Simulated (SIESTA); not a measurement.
Runs of SIESTA 5.4.2 on GaGe. The structure is cubic, space group F-43m (No. 216). The conventional cell has a = 5.796 Å, b = 5.796 Å, c = 5.796 Å, α = 90.00°, β = 90.00°, γ = 90.00°. Around Ge (site symmetry -43m) lie 4 Ga at 2.51 Å. Ga (site symmetry -43m) is surrounded by 4 Ge at 2.51 Å. The cell comes from a database or a generator and needn't be the stable form of this composition.

```tsv
level	potentials or basis	gap on the mesh (eV)	pressure (GPa)	relaxed volume (Å³/atom)
RPBE	PseudoDojo 0.4 standard (PBE files), DZP (energy shift 0.003 Ry; two zetas on semicore shells)	none	-0.1	25.78
AM05	PseudoDojo 0.4 standard (PBEsol files), DZP (energy shift 0.003 Ry; two zetas on semicore shells)	none	0.1	(b)
LDA	PseudoDojo 0.4 standard (LDA files), DZP (energy shift 0.003 Ry; two zetas on semicore shells)	none	0.0	(a)
BLYP	PseudoDojo 0.4 standard (PBE files), DZP (energy shift 0.003 Ry; two zetas on semicore shells)	none	-0.1	26.03
revPBE	PseudoDojo 0.4 standard (PBE files), DZP (energy shift 0.003 Ry; two zetas on semicore shells)	none	0.0	25.48
```

Alike in all rows: task relaxation of cell and atoms; no spin polarisation; cell relaxed; k mesh 6 × 6 × 6; smearing fermi-dirac 0.05 eV; grid cutoff 800 Ry; energy shift 0.003 Ry.

Problem. Fill in the values left out.

Solution. (a) 22.74; (b) 23.57.

Caveats: the basis of atomic orbitals isn't converged, which shifts pressures, moduli and gaps; the potentials were made for another functional, which shifts forces and pressure (some runs).

A k mesh can miss the band edges, and the runs leave out spin-orbit coupling on Ga, Ge.

A gap of «none» marks a metal or a gap under the smearing width.

Runs at the PBE level aren't shown here.
